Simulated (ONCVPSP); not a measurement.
# An ONCV potential for indium, from input to tests

Do these settings give a usable potential? It is generated, then checked for transferability, scattering, ghosts and hardness.

The numbers are computed with ONCVPSP 4.0.1 (PBE, scalar-relativistic, spin-unpolarised reference atom).

## (1) Settings

The settings as typed:

- element: indium (In, Z = 49)
- type: optimised norm-conserving Vanderbilt (ONCV)
- frozen core: [Ar] 3d10
- valence charge: 21
- reference configuration: 4s2 4p6 4d10 5s2 5p1
- partial waves: 4s+5s: rc 1.40 bohr, ncon 4, nbas 7, qcut 11.2 1/bohr, 2 projectors; 4p+5p: rc 1.25 bohr, ncon 5, nbas 8, qcut 9.9 1/bohr, 3 projectors, debl 2.2 Ha; 4d: rc 1.15 bohr, ncon 4, nbas 8, qcut 7.5 1/bohr, local
- local potential: the d channel
- core correction: Teter function, fcfact 3.75, rcfact 1.3

The outer shells as boxes (Hund's rule for the drawing; the calculation is spin-unpolarised):

```
[Ar] core
3d [↑↓][↑↓][↑↓][↑↓][↑↓]
4s [↑↓]
4p [↑↓][↑↓][↑↓]
4d [↑↓][↑↓][↑↓][↑↓][↑↓]
5s [↑↓]
5p [↑ ][  ][  ]
```

An earlier all-electron run gives the scale for the radii.

All-electron outer shells of the reference configuration (PBE, scalar-relativistic, ld1.x):

```csv
shell,level (eV),outermost node (bohr),outermost maximum (bohr)
3p,-649.14,0.14,0.31
3d,-432.71,–,0.26
4s,-119.66,0.41,0.77
4p,-78.13,0.42,0.82
4d,-18.62,0.40,0.94
5s,-8.21,1.02,2.16
5p,-2.52,1.14,2.85
```

## (2) Generation

In.dat

```
# ATOM AND REFERENCE CONFIGURATION
# atsym  z   nc   nv     iexc    psfile
  In 49.00    6    5        4      upf
#
#   n    l    f
    1    0    2.00
    2    0    2.00
    2    1    6.00
    3    0    2.00
    3    1    6.00
    3    2   10.00
    4    0    2.00
    4    1    6.00
    4    2   10.00
    5    0    2.00
    5    1    1.00
#
# PSEUDOPOTENTIAL AND OPTIMIZATION
# lmax
    2
#
#   l,   rc,      ep,       ncon, nbas, qcut
    0    1.40    0.00    4    7   11.20
    1    1.25    0.00    5    8    9.90
    2    1.15    0.00    4    8    7.50
#
# LOCAL POTENTIAL
# lloc, lpopt,  rc(5),   dvloc0
    2    5    1.15    0.00
#
# VANDERBILT-KLEINMAN-BYLANDER PROJECTORs
# l, nproj, debl
    0    2    0.70
    1    3    2.20
    2    0    2.60
#
# MODEL CORE CHARGE
# icmod, fcfact, rcfact
    3    3.75    1.30
#
# LOG DERIVATIVE ANALYSIS
# epsh1, epsh2, depsh
   -6.00    5.00    0.04
#
# OUTPUT GRID
# rlmax, drl
    6.00    0.01
#
# TEST CONFIGURATIONS
# ncnf
    4
# nvcnf
#   n    l    f
    5
    4    0    2.00
    4    1    6.00
    4    2   10.00
    5    0    2.00
    5    1    0.00
#
    5
    4    0    2.00
    4    1    6.00
    4    2   10.00
    5    0    1.00
    5    1    0.00
#
    5
    4    0    2.00
    4    1    6.00
    4    2   10.00
    5    0    0.00
    5    1    0.00
#
    5
    4    0    2.00
    4    1    6.00
    4    2    9.00
    5    0    2.00
    5    1    2.00
#
```

Run with:

```sh
oncvpsp.x < In.dat > In.out
```

The output, In.out (without the consistency checks and plot data):

```text
ONCVPSP  (Optimized Norm-Conservinng Vanderbilt PSeudopotential)
scalar-relativistic version 4.0.1

#   n    l    f        energy (Ha)
    1    0    2.00    -1.0199550E+03
    2    0    2.00    -1.5271681E+02
    2    1    6.00    -1.3706868E+02
    3    0    2.00    -2.8979330E+01
    3    1    6.00    -2.3855262E+01
    3    2   10.00    -1.5901853E+01
    4    0    2.00    -4.3974108E+00
    4    1    6.00    -2.8712316E+00
    4    2   10.00    -6.8439220E-01
    5    0    2.00    -3.0176496E-01
    5    1    1.00    -9.2560952E-02

Reference configufation results
  iterations    22
  all-electron total energy (Ha)   -5.88163595D+03

Begin loop to  construct optimized pseudo wave functions
and semi-local pseudopoentials for all angular momenta

Calculating optimized projector #   1

 for l=   0

    Fraction of norm inside rc  0.957356
    Optimizing pswf for qcut=  11.21 a_B^-1,  ecut=  62.86 Ha
    Residual kinetic energy error=  1.09D-07 Ha

    Energy error per electron        Cutoff
         Ha          eV             Ha
         0.01000     0.27211       30.94
         0.00100     0.02721       39.49
         0.00010     0.00272       46.41
         0.00001     0.00027       52.44

Calculating optimized projector #   2

 for l=   0

    Fraction of norm inside rc  0.065068
    Optimizing pswf for qcut=  11.21 a_B^-1,  ecut=  62.86 Ha
    Residual kinetic energy error=  3.43D-08 Ha

    Energy error per electron        Cutoff
         Ha          eV             Ha
         0.01000     0.27211       25.09
         0.00100     0.02721       35.50
         0.00010     0.00272       43.81
         0.00001     0.00027       50.64

   Wellstate for l =  1  n =  6
     eigenvalue =   2.1074
     asymptotic potential =   2.6074
     half-point radius =  2.9110

Calculating optimized projector #   1

 for l=   1

    Fraction of norm inside rc  0.849621
    Optimizing pswf for qcut=   9.89 a_B^-1,  ecut=  48.90 Ha
    Residual kinetic energy error=  3.32D-04 Ha

    Energy error per electron        Cutoff
         Ha          eV             Ha
         0.01000     0.27211       32.37
         0.00100     0.02721       43.65
         0.00010     0.00272      100.68
         0.00001     0.00027      128.65

Calculating optimized projector #   2

 for l=   1

    Fraction of norm inside rc  0.020806
    Optimizing pswf for qcut=   9.89 a_B^-1,  ecut=  48.90 Ha
    Residual kinetic energy error=  3.22D-05 Ha

    Energy error per electron        Cutoff
         Ha          eV             Ha
         0.01000     0.27211       11.83
         0.00100     0.02721       31.25
         0.00010     0.00272       44.05
         0.00001     0.00027       68.37

Calculating optimized projector #   3

 for l=   1

    Fraction of norm inside rc  0.052610
    Optimizing pswf for qcut=   9.89 a_B^-1,  ecut=  48.90 Ha
    Residual kinetic energy error=  1.80D-04 Ha

    Energy error per electron        Cutoff
         Ha          eV             Ha
         0.01000     0.27211       16.95
         0.00100     0.02721       41.11
         0.00010     0.00272       51.69
         0.00001     0.00027       83.41

Calculating optimized projector #   1

 for l=   2

    Fraction of norm inside rc  0.548527
    Optimizing pswf for qcut=   7.48 a_B^-1,  ecut=  28.00 Ha
    Residual kinetic energy error=  1.42D-02 Ha

    Energy error per electron        Cutoff
         Ha          eV             Ha
         0.01000     0.27211       29.67
         0.00100     0.02721      119.74
         0.00010     0.00272      175.04
         0.00001     0.00027      220.81

Construct Vanderbilt / Kleinmman-Bylander projectors

B matrix Hermiticity error, ll=   0
   1   2    6.4700E-04

  Orthonormal projector coefficients  2.6955E+01  4.5248E+00

B matrix Hermiticity error, ll=   1
   1   2    2.7393E-04
   1   3   -8.0416E-04
   2   3    7.9791E-05

  Orthonormal projector coefficients  1.1293E+01  2.5493E+00 -1.9182E+00

Model core correction analysis
  based on d2Exc/dn_idn_j

d2excae - all-electron derivatives

   -3.492880D-02   -3.153722D-02   -2.209500D-02   -2.120358D-03
   -9.233358D-04
   -3.153736D-02   -2.962569D-02   -2.241268D-02   -2.507970D-03
   -9.607899D-04
   -2.209520D-02   -2.241278D-02   -2.109837D-02   -6.560175D-03
   -2.602300D-03
   -2.120282D-03   -2.507772D-03   -6.559520D-03   -2.659527D-02
   -2.090575D-02
   -9.233343D-04   -9.607372D-04   -2.601668D-03   -2.090320D-02
   -2.572095D-02

d2excps - pseudofunction derivatives with no core correction

   -4.018647D-02   -3.497821D-02   -2.377047D-02   -2.722324D-03
   -1.124642D-03
   -3.497855D-02   -3.221304D-02   -2.409336D-02   -2.876586D-03
   -1.096622D-03
   -2.377080D-02   -2.409348D-02   -2.226698D-02   -6.705842D-03
   -2.675115D-03
   -2.722286D-03   -2.876405D-03   -6.705188D-03   -2.664866D-02
   -2.092269D-02
   -1.124661D-03   -1.096575D-03   -2.674484D-03   -2.092013D-02
   -2.572709D-02

rms 2nd derivative error    1.694941E-03

rmatch, rhocmatch    0.5658   34.4059

Teter function model core charge with specified parameters

d2excps - pseudofunction derivatives with core correction

   -3.354467D-02   -3.075416D-02   -2.212331D-02   -2.109079D-03
   -9.153716D-04
   -3.075424D-02   -2.946407D-02   -2.295779D-02   -2.487413D-03
   -9.601326D-04
   -2.212345D-02   -2.295787D-02   -2.176752D-02   -6.551121D-03
   -2.617283D-03
   -2.109001D-03   -2.487214D-03   -6.550466D-03   -2.659330D-02
   -2.090401D-02
   -9.153677D-04   -9.600793D-04   -2.616651D-03   -2.090146D-02
   -2.572058D-02

rms 2nd derivative error    4.105546E-04

Pseudoatom total energy -189.984448

Diagnostic tests using Vanderbilt-Kleinman-Bylander pseudopotentials
  1 or more projectors used as specified by nproj input data

   l    rcore       rmatch      e in        delta e   norm test  slope test

   0   1.4046877   1.4473371  -4.3974108   0.0000135   1.0002173   1.0002001
   0   1.4046877   1.4473371  -0.3017650   0.0000089   1.0000602   1.0000450

   1   1.2537708   1.2918380  -2.8712316  -0.0000175   1.0002255   1.0002443
   1   1.2537708   1.2918380  -0.0925610   0.0000068   1.0001117   1.0000957
   1   1.2537708   1.2918380   2.1074390   0.0001361   1.0005335   1.0005335

   2   1.1530454   1.1880544  -0.6843922  -0.0000055   1.0000017   1.0000191

 Testing for bound ghosts
   n   l    E NL Schr. Eq   E Basis Diag.   E Cutoff

   1   0       -4.397397       -4.395039     96.63
   2   0       -0.301756       -0.229882     96.63

   2   1       -2.871249       -2.871218    252.00
   3   1       -0.092554        0.197102    252.00

 Testing for highly-localized positive-energy ghosts
       l    <radius>/rc     E Basis Diag.   E Cutoff

       0        0.249601       33.834646     96.63  WARNING - GHOST(+)

Test configuration 0

   n   l     f        eae           eps        diff
   1   0  2.0000-1019.95496395
   2   0  2.0000 -152.71680934
   2   1  6.0000 -137.06867834
   3   0  2.0000  -28.97933047
   3   1  6.0000  -23.85526208
   3   2 10.0000  -15.90185308
   4   0  2.0000   -4.39741076   -4.39739723    1.35D-05
   4   1  6.0000   -2.87123162   -2.87124915   -1.75D-05
   4   2 10.0000   -0.68439220   -0.68439772   -5.52D-06
   5   0  2.0000   -0.30176496   -0.30175604    8.92D-06
   5   1  1.0000   -0.09256095   -0.09255412    6.84D-06

    Total energies and differences
      AE_ref= -5.88163595D+03  AE_tst= -5.88163595D+03  dif=  0.00D+00
      PS_ref= -1.89984448D+02  PS_tst= -1.89984448D+02  dif=  1.99D-13
      PSP excitation error= -1.99D-13

Test configuration 1

   n   l     f        eae           eps        diff
   1   0  2.0000-1020.23088656
   2   0  2.0000 -152.99126966
   2   1  6.0000 -137.34330486
   3   0  2.0000  -29.25359294
   3   1  6.0000  -24.12953529
   3   2 10.0000  -16.17605630
   4   0  2.0000   -4.67171257   -4.67174344   -3.09D-05
   4   1  6.0000   -3.14569823   -3.14573253   -3.43D-05
   4   2 10.0000   -0.95816598   -0.95816924   -3.26D-06
   5   0  2.0000   -0.54849627   -0.54848479    1.15D-05

    Total energies and differences
      AE_ref= -5.88163595D+03  AE_tst= -5.88143885D+03  dif=  1.97D-01
      PS_ref= -1.89984448D+02  PS_tst= -1.89787310D+02  dif=  1.97D-01
      PSP excitation error= -3.67D-05

Test configuration 2

   n   l     f        eae           eps        diff
   1   0  2.0000-1020.62443740
   2   0  2.0000 -153.38008447
   2   1  6.0000 -137.73238653
   3   0  2.0000  -29.64280069
   3   1  6.0000  -24.51873439
   3   2 10.0000  -16.56498989
   4   0  2.0000   -5.06106775   -5.06163736   -5.70D-04
   4   1  6.0000   -3.53499747   -3.53530139   -3.04D-04
   4   2 10.0000   -1.34244364   -1.34247303   -2.94D-05
   5   0  1.0000   -0.86991953   -0.86995456   -3.50D-05

    Total energies and differences
      AE_ref= -5.88163595D+03  AE_tst= -5.88073196D+03  dif=  9.04D-01
      PS_ref= -1.89984448D+02  PS_tst= -1.89080294D+02  dif=  9.04D-01
      PSP excitation error= -1.72D-04

Test configuration 3

psatom: WARNING lschvkbb convergence error n,l,iter=   3   1   4
ea(ii),et,emin,emax -1.001211E-01 -1.101332E-01 -1.101332E-01 -1.101332E-01
run_config: WARNING for fully non-local PS atom, stg. 1
 WARNING no output for configuration 4

Test configuration 4

   n   l     f        eae           eps        diff
   1   0  2.0000-1020.22175125
   2   0  2.0000 -152.99583278
   2   1  6.0000 -137.34695636
   3   0  2.0000  -29.25124766
   3   1  6.0000  -24.12719023
   3   2 10.0000  -16.17533202
   4   0  2.0000   -4.64244203   -4.64217912    2.63D-04
   4   1  6.0000   -3.10716522   -3.10701922    1.46D-04
   4   2  9.0000   -0.88891193   -0.88885474    5.72D-05
   5   0  2.0000   -0.37722966   -0.37721479    1.49D-05
   5   1  2.0000   -0.13515932   -0.13515030    9.02D-06

    Total energies and differences
      AE_ref= -5.88163595D+03  AE_tst= -5.88096320D+03  dif=  6.73D-01
      PS_ref= -1.89984448D+02  PS_tst= -1.89311605D+02  dif=  6.73D-01
      PSP excitation error= -9.86D-05
```

Wall time 4.5 s (1 thread of Intel Xeon Platinum 8375C at 2.90GHz, shared host).

Partial waves on a coarse radial grid (AE all-electron, PS pseudo):

```
r (bohr)    4s AE   4s PS
   0.070   0.4185  0.0653
   0.140   0.0946  0.1445
   0.210  -0.5528  0.2475
   0.280  -0.7008  0.3782
   0.350  -0.4196  0.5320
   0.420   0.0430  0.6984
   0.490   0.5013  0.8618
   0.560   0.8654  1.0062
   0.630   1.1083  1.1172
   0.700   1.2376  1.1858
   0.770   1.2751  1.2088
   0.840   1.2455  1.1886
   0.910   1.1724  1.1325
   0.980   1.0736  1.0500
   1.050   0.9632  0.9512
   1.120   0.8506  0.8454
   1.190   0.7418  0.7400
   1.260   0.6405  0.6400
   1.330   0.5486  0.5484
   1.400   0.4668  0.4667
   1.470   0.3950  0.3950
   1.540   0.3328  0.3327
   1.610   0.2792  0.2792
   1.680   0.2336  0.2335
   1.750   0.1948  0.1948
   1.820   0.1621  0.1621
```

Densities times 4π (e/bohr³); a dash where the program caps the true core:

```
r (bohr)  pseudo valence  true core  model core
   0.070            2.21          –       125.4
   0.210           6.688          –       99.51
   0.350              17          –       62.02
   0.490           29.25      89.43       29.62
   0.630           36.36      15.01       10.33
   0.770           34.31      2.345        2.39
   0.910           25.06     0.3603      0.2882
   1.050           15.77    0.05589    0.005747
   1.190           9.487   0.008863    0.002408
   1.330           5.666   0.001432    0.001162
   1.470           3.454  0.0002384   1.925e-06
   1.610            2.18  4.026e-05   0.0001233
   1.750           1.434  6.932e-06     2.7e-05
```

## (3) Transferability, from the output's test configurations

1 test gave no usable energy difference (4s2 4p6 4d10 5s0 5p0).

The tests as a table, with energies relative to 4s2 4p6 4d10 5s2 5p1.

```tsv
valence configuration	charge	ΔE all-electron (eV)	error AE − PS (meV)
4s2 4p6 4d10 5s2 5p0	+1	5.363	-1.0
4s2 4p6 4d10 5s1 5p0	+2	24.599	-4.7
4s2 4p6 4d9 5s2 5p2	0	18.306	-2.7
```

## (4) Logarithmic derivatives

Taken from the files of the generation run. The phase is arctan(r·R′/R) of the radial function R, unwrapped, with energies in Ha. A pole is an energy at which the radial function vanishes at the test radius. The pseudo phase is shifted by a multiple of π to meet the all-electron one at the reference energy. Levels narrower than the energy grid can be missing from the poles. The last column is the largest difference on the grid between −0.5 and +0.5 Ha.

| channel | radius (bohr) | reference (Ha) | poles AE | poles PS | window around the reference with phases within 0.05 rad (Ha) | largest difference near zero (rad) |
| --- | --- | --- | --- | --- | --- | --- |
| s | 1.42 | -0.30 | -3.86 | -3.86 | the whole range | 0.000 |
| p | 1.27 | -0.09 | -1.32 | -1.32 | the whole range | 0.000 |
| d | 1.17 | -0.68 | 2.61 | 2.69 | the whole range | 0.001 |

Phases (rad) along the scan:

```
E (Ha)    d AE    d PS    p AE    p PS
 -5.96   1.156   1.159   1.029   1.029
 -5.40   1.111   1.115   0.888   0.888
 -4.84   1.052   1.056   0.616   0.616
 -4.28   0.969   0.974   0.052   0.052
 -3.72   0.848   0.854  -0.693  -0.693
 -3.16   0.657   0.664  -1.134  -1.134
 -2.60   0.347   0.355  -1.349  -1.349
 -2.04  -0.114  -0.108  -1.471  -1.471
 -1.48  -0.599  -0.597  -1.552  -1.552
 -0.92  -0.945  -0.945  -1.613  -1.613
 -0.36  -1.159  -1.159  -1.664  -1.664
  0.20  -1.296  -1.295  -1.712  -1.712
  0.76  -1.390  -1.388  -1.759  -1.759
  1.32  -1.459  -1.456  -1.810  -1.810
  1.88  -1.513  -1.509  -1.871  -1.871
  2.44  -1.558  -1.553  -1.947  -1.947
  3.00  -1.598  -1.591  -2.052  -2.052
  3.56  -1.635  -1.626  -2.210  -2.210
  4.12  -1.671  -1.659  -2.465  -2.465
  4.68  -1.708  -1.692  -2.880  -2.880
```

## (5) Convergence and ghost test

Read off the output, the cutoffs (Ha) at which the residual kinetic energy of the hardest occupied pseudo-wave falls to 1 and 0.1 mHa per electron: 120 Ha and 175 Ha.

The program's own ghost test: no bound ghost flagged; GHOST(+) flagged for s at 920.7 eV.

Cutoff (Ha) at which the first wave of each channel reaches a given error (Ha per electron):

```
  error     s      p      d
1.0e-02  30.9   32.4   29.7
3.2e-03  35.5   38.6   52.1
1.0e-03  39.5   43.7  119.7
3.2e-04  43.2   49.4  161.0
1.0e-04  46.4  100.7  175.0
3.2e-05  49.7  118.4  186.3
1.0e-05  52.4  128.7  220.8
```

## (6) Summary of results

```
                                                quantity                                                 value
  cutoffs for 1 and 0.1 mHa per electron, occupied waves                                     120 Ha and 175 Ha
                                            bound ghosts                                            none found
                                          GHOST(+) flags                                           s at 921 eV
                            largest test error (AE − PS)  -4.7 meV, for 4s2 4p6 4d10 5s1 5p0 (1 test unsolved)
largest phase difference near zero energy, channels read                                             0.001 rad
 rms error of d²Exc/dn², without and with the model core                                     1.69 and 0.41 mHa
```

What this shows: By total energies transferability is very good where solved: the largest error is 4.7 meV on 24.6 eV, for 4s2 4p6 4d10 5s1 5p0. Of the tests 1 gave no usable energy difference, which is a warning in itself. By its cutoff, 120 Ha for the looser tolerance, it is very hard. At the looser tolerance the 4d wave is the slowest; 4p needs 44 Ha. It is free of bound ghosts as far as tested. Near zero energy the phases of the channels with partial waves agree within 0.001 rad. The program also flags highly localised states, GHOST(+) (s). All of this concerns the isolated atom, not yet a solid.
